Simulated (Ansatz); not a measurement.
# Al2O3: the cost of one run

Program: Ansatz 0.2.0. Level of theory: DFT LDA+D3(BJ), scalar-relativistic, plane waves, PAW. These are calculated values, not measurements.

17 further runs of the same task are left out: 17 set aside as unsound or not needed.

### Step 1. The structure to begin with

It takes space group P-6m2 (No. 187, hexagonal). The conventional cell has a = 2.822 Å, b = 2.822 Å, c = 6.940 Å, α = 90.00°, β = 90.00°, γ = 120.00°. Around Al (site symmetry 3m) lie 6 O at 1.76 to 2.12 Å. O (site symmetry 3m) is surrounded by 3 Al at 1.76 Å. O (site symmetry -6m2) has 6 Al at 2.12 Å as nearest neighbours.

As a file:

```cif
data_structure
_symmetry_space_group_name_H-M 'P 1'
_symmetry_Int_Tables_number 1
_cell_length_a 2.8217
_cell_length_b 2.8217
_cell_length_c 6.9395
_cell_angle_alpha 90.000
_cell_angle_beta 90.000
_cell_angle_gamma 120.000
_cell_volume 47.85
loop_
_atom_site_label
_atom_site_type_symbol
_atom_site_fract_x
_atom_site_fract_y
_atom_site_fract_z
_atom_site_occupancy
Al1 Al 0.00000 0.00000 0.19655 1
Al2 Al 0.00000 0.00000 0.80345 1
O1 O 0.33333 0.66667 0.29317 1
O2 O 0.66667 0.33333 0.00000 1
O3 O 0.33333 0.66667 0.70683 1
```

It goes back to an entry of the Materials Project, which need not be the stable form.

It is the result of an earlier relaxation at this level (volume 9.57 Å³/atom; gap on the mesh: 4.79 eV).

### Step 2. Plan of the line

The energy is mapped over the lattice constants a and c of the conventional cell.

- lattice constant a (and b): 7 values from 2.737 to 2.906 Å
- lattice constant c: 7 values from 6.315 to 7.564 Å

Nothing else is relaxed (fractional coordinates fixed). Energies count from the relaxed crystal. Points are written as (first, second).

### Step 3. Point (2.765 Å, 6.315 Å)

input.yaml reads:

```yaml
crystal:
  lattice:
    - [2.7653, 0.0, 0.0]
    - [-1.38265, 2.3948200491, 0.0]
    - [0.0, 0.0, 6.315]
  atoms:
    - { symbol: Al, position: [0.0, 0.0, 0.1965477898] }
    - { symbol: Al, position: [0.0, 0.0, 0.8034522102] }
    - { symbol: O, position: [0.3333333333, 0.6666666667, 0.2931655293] }
    - { symbol: O, position: [0.6666666667, 0.3333333333, 0.0] }
    - { symbol: O, position: [0.3333333333, 0.6666666667, 0.7068344707] }
basis:
  ecutwfc: 520.0
kpoints:
  mp_grid: { grid: [9, 9, 4] }
hamiltonian:
  xc: lda
  pseudopotentials: { kind: paw, azcp: { folder: soft_1 } }
  dispersion: d3bj
scf:
  occupations: { method: gaussian, width: 0.05 }
output:
  forces: true
  stress: true
  eigenvalues: true
```

Run with:

```
$ ansatz run input.yaml --threads 1 --pin off --max-ram 2048MiB --backend cpu --events-out ev --progress --plain --runs-dir out
```

Q: Estimate wall time and peak memory on 1 thread of Arm Neoverse N1, shared host.

About 6.9 s, with a peak of 0.3 GiB.
